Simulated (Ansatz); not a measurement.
# CH2FNOSi: how energies converge with the basis set

The task here is to estimate one member of a computed series from the others.

Method: one geometry, several basis sets; program: Ansatz 0.2.0, Gaussian basis.

Levels to be run: PBE0-D4/def2-SVP; ωB97M-V/def2-SVP; PBE0-D4/def2-QZVPP; ωB97M-V/def2-QZVPP; the functionals' def2-TZVPP values are taken from earlier runs.

## Structure used throughout

All runs share one geometry, relaxed beforehand with PBE0-D4 in a triple-zeta def2 set.

SMILES `O[Si]1(F)C=N1`, 7 atoms, charge 0, spin multiplicity 1.

Atoms are counted from 1 here; the program's logs count them from 0.

Bond lengths: O1–Si2 1.617 Å, O1–H6 0.959 Å, Si2–F3 1.575 Å, Si2–C4 1.743 Å, Si2–N5 1.733 Å, C4–N5 1.306 Å, C4–H7 1.093 Å. Angles: Si2–O1–H6 117.3°, O1–Si2–F3 104.7°, O1–Si2–C4 129.1°, O1–Si2–N5 123.9°, F3–Si2–C4 123.4°, F3–Si2–N5 120.1°, C4–Si2–N5 44.1°, Si2–C4–N5 67.5°, Si2–C4–H7 166.2°, N5–C4–H7 126.3°, Si2–N5–C4 68.3°.

Set-up of the first run:

in.yaml reads:

```yaml
crystal:
  periodic: [false, false, false]
  atoms:
    - {symbol: O, position_ang: [-0.687106, -0.282924, 1.605121]}
    - {symbol: Si, position_ang: [0.334047, -0.267159, 0.351459]}
    - {symbol: F, position_ang: [1.556845, -1.141489, 0.821076]}
    - {symbol: C, position_ang: [0.020465, 0.127805, -1.317462]}
    - {symbol: N, position_ang: [0.589806, 1.109448, -0.670436]}
    - {symbol: H, position_ang: [-1.478537, 0.254107, 1.534029]}
    - {symbol: H, position_ang: [-0.274219, 0.132213, -2.369485]}
basis:
  gaussian: {orbitals: def2-SVP}
hamiltonian: {xc: pbe0, dispersion: d4}
output: {orbitals: {seedname: orbitals}}
```

Started as:

```
$ ansatz run in.yaml --threads 2 --pin off --events-out ev --progress --plain --max-ram 4352MiB
```

Steps of the session up to this table: PBE0-D4 in def2-SVP; ωB97M-V in def2-SVP; PBE0-D4 in def2-QZVPP; ωB97M-V in def2-QZVPP.

One table of the session follows, with a row left open; its other results are not shown here.

It belongs to the step «Functionals by basis». 

```
functional       basis  HOMO (eV)
   PBE0-D4    def2-SVP      -6.72
   PBE0-D4  def2-TZVPP      -6.85
   PBE0-D4  def2-QZVPP      -6.89
   ωB97M-V    def2-SVP      -8.96
   ωB97M-V  def2-TZVPP          ?
   ωB97M-V  def2-QZVPP      -9.16
```

Q: Estimate the row for ωB97M-V, def2-TZVPP from the others.

As computed: HOMO (eV): -9.12. In the column «HOMO (eV)» it lies between ωB97M-V, def2-QZVPP (-9.16) and ωB97M-V, def2-SVP (-8.96).
